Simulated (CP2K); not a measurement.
MoSe:

```
Mo Se
1.0
     3.50023    0.00000    0.00000
     0.00000    3.50023    0.00000
     0.00000    0.00000    3.50023
Mo Se
1 1
Direct
  0.00000 0.00000 0.00000
  0.50000 0.50000 0.50000
```

The cell was built by a generator and needn't be a form met in nature.

```yaml
Program: CP2K 2026.2
Task: relaxation of cell and atoms
Functional: PBE
Potentials_or_basis: POTENTIAL_UZH Mo GTH-PBE-q14, Se GTH-PBE-q6; TZVP-MOLOPT-PBE-GTH basis
Density_cutoff: 9184 eV
k_mesh: 6 × 6 × 6
Occupations: fermi-dirac, width 0.05 eV
Spin: no spin polarisation
```

At the start: pressure -25.9 GPa; volume 21.44 Å³/atom.

Task: Where does the relaxation end?

Result: Over 8 steps the energy falls by 629.9 meV/atom and the volume is 15.73 Å³/atom (-26.6 %); space group Pm-3m (No. 221, to 0.05 Å).

Step by step:
```
step  energy change (eV)  largest force (eV/Å)  volume (Å³)
   1              0.0000                0.0000        42.88
   2             -0.1193                0.0000        42.14
   3             -1.1814                0.0000        33.69
   4             -1.1885                0.0000        29.58
   5             -1.2587                0.0000        31.72
   6             -1.2598                0.0000        31.49
   7             -1.2599                0.0000        31.46
   8             -1.2599                0.0000        31.46
```

Final structure:
```xyz
2
Lattice="3.1567 0.0000 0.0000 0.0000 3.1567 0.0000 0.0000 0.0000 3.1567" Properties=species:S:1:pos:R:3 pbc="T T T"
Mo    0.0000    0.0000    0.0000
Se    1.5784    1.5784    1.5784
```

Caveat: the volume moved by over 15 % at a fixed basis, so the end points are rough; the basis of atomic orbitals isn't converged, which shifts pressures, moduli and gaps.
